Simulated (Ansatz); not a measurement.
# 2 structures of LaTe: a ranking of polymorphs by energy

With the Ansatz DFT code, driven from Python.

Run as a notebook:

In [1]:
```python
import warnings

import ansatz as az
from ase import Atoms
import numpy as np
```

In [2]:
```python
def run_phase(name, crystal):
    calc = (
        crystal.calculation()
        .functional(az.Functional.PBESOL)
        .basis(500)
        .kpoints(spacing=0.16)  # the mesh must be finer for metals
        .occupations('fermi_dirac', width=0.05)
        .stress()
        .band_table()
    )
    calc = calc.relax(force_tolerance=0.01, cell=True)
    return calc.run()
```

In [3]:
```python
def volume_per_atom(outcome):
    return abs(np.linalg.det(outcome.lattice.cell_ang)) / len(outcome.lattice.sites)
```

In [4]:
```python
def pressure_gpa(outcome):
    return float(np.trace(outcome.report['stress_gpa']) / 3)
```

In [5]:
```python
warnings.simplefilter('ignore', az.DeckWarning)
```

In [6]:
```python
phases = {}
pm_3m = (
    az.Lattice.from_parameters(3.936092, 3.936092, 3.936092, alpha=90.0, beta=90.0, gamma=90.0)
    .atom('La', (0.0, 0.0, 0.0))
    .atom('Te', (0.5, 0.5, 0.5))
)
phases['Pm-3m'] = pm_3m
atoms = Atoms(
    ['La', 'Te'],
    scaled_positions=[
        (0.0, 0.0, 0.0),
        (0.5, 0.5, 0.5),
    ],
    cell=[
        (0.0, 3.218, 3.218),
        (3.218, 0.0, 3.218),
        (3.218, 3.218, 0.0),
    ],
    pbc=True,
)
fm_3m = az.Crystal.from_ase(atoms)
phases['Fm-3m'] = fm_3m
```

In [7]:
```python
done = {}
for name, crystal in phases.items():
    done[name] = run_phase(name, crystal)
    print(f'{name}: {done[name].report["energy_sigma0_ev"]:.4f} eV, {len(done[name].lattice.sites)} atoms')
```
```text
Pm-3m: -13065.8116 eV, 2 atoms
Fm-3m: -13065.9936 eV, 2 atoms
```

In [8]:
```python
energy = {name: o.report['energy_sigma0_ev'] / len(o.lattice.sites) for name, o in done.items()}
lowest = min(energy.values())
rows = [(name, len(o.lattice.sites), 1000 * (energy[name] - lowest), volume_per_atom(o), pressure_gpa(o)) for name, o in done.items()]
rows.sort(key=lambda row: row[2])
print('     phase       atoms  dE (meV/atom)  V (A^3/atom)     P (GPa)')
for row in rows:
    print(f'{str(row[0]):>10}  {row[1]:10d}  {row[2]:13.1f}  {row[3]:12.3f}  {row[4]:10.2f}')
```
```text
     phase       atoms  dE (meV/atom)  V (A^3/atom)     P (GPa)
     Fm-3m           2            0.0        32.652       -0.04
     Pm-3m           2           91.0        29.019       -0.01
```

By space group at the end of each run: Fm-3m (+0 meV an atom, 32.7 Å³) and Pm-3m (+91 meV an atom, 29.0 Å³).

What to keep in mind:
- Absolute energies stand on the zero of these potentials, so only differences at equal settings mean something.
- Pressure is positive in compression.
- The cells come from databases of deposited and of computed structures, and not all need be stable phases.
- The ranking holds among these structures alone, at zero temperature; the ground state may be another structure. Differences under 10 to 15 meV an atom lie within the error of mesh and functional.
- Wall time of the script: 54 s on 1 thread of Arm Neoverse V1, on a shared host, peak memory 0.53 GiB.
